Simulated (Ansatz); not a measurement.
# BCl2FH2O: the cost of one run

Method: RKS PBE0-D4/def2-SVP, in Ansatz 0.2.0.

## 1. The structure to begin with

Bond lengths: B1–Cl2 2.210 Å, B1–Cl3 1.860 Å, B1–O4 1.410 Å, O4–H5 1.010 Å, B1–F6 1.620 Å, Cl2–H7 1.365 Å. Angles: B1–Cl2–H7 61.1°, Cl2–B1–Cl3 120.0°, Cl2–B1–O4 120.0°, Cl2–B1–F6 71.6°, Cl3–B1–O4 120.0°, Cl3–B1–F6 88.5°, O4–B1–F6 110.0°, B1–O4–H5 109.5°.

As a file:

```xyz
7

B     0.0000    0.0000    0.0000
Cl    0.0000    0.0000    2.2100
Cl    1.6108    0.0000   -0.9300
O    -1.2211    0.0000   -0.7050
H    -1.7308   -0.8467   -0.4965
F     0.3455    1.4980    0.5108
H     0.2684    1.1639    1.5499
```

## 2. A restrained relaxation towards end A

Springs on the bonds that form and break draw the guess towards this end; the thresholds are loose.

Contents of input.yaml:

```yaml
crystal:
  periodic: [false, false, false]
  atoms:
    - { symbol: B, position_ang: [0.0, 0.0, 0.0] }
    - { symbol: Cl, position_ang: [0.0, 0.0, 2.21] }
    - { symbol: Cl, position_ang: [1.6108, 0.0, -0.93] }
    - { symbol: O, position_ang: [-1.2211, 0.0, -0.705] }
    - { symbol: H, position_ang: [-1.7308, -0.8467, -0.4965] }
    - { symbol: F, position_ang: [0.3455, 1.498, 0.5108] }
    - { symbol: H, position_ang: [0.2684, 1.1639, 1.5499] }
basis:
  gaussian: { orbitals: def2-SVP }
hamiltonian:
  xc: pbe0
  dispersion: d4
relax:
  f_tol: 0.15
  max_steps: 25
  restrain:
    - { distance: [0, 5], at: 2.52, k: 30.0 }
    - { distance: [6, 1], at: 2.57, k: 30.0 }
    - { distance: [0, 1], at: 1.86, k: 30.0 }
    - { distance: [6, 5], at: 0.92, k: 30.0 }
output:
  orbitals: {}
```

Run with:

```bash
$ ansatz run input.yaml --threads 2 --pin off --max-ram 3072MiB --backend cpu --events-out ev --progress --plain --runs-dir out
```

Q: Estimate wall time and peak memory on 2 threads of Arm Neoverse V1, shared host.

About 23 s, with a peak of 0.18 GiB.
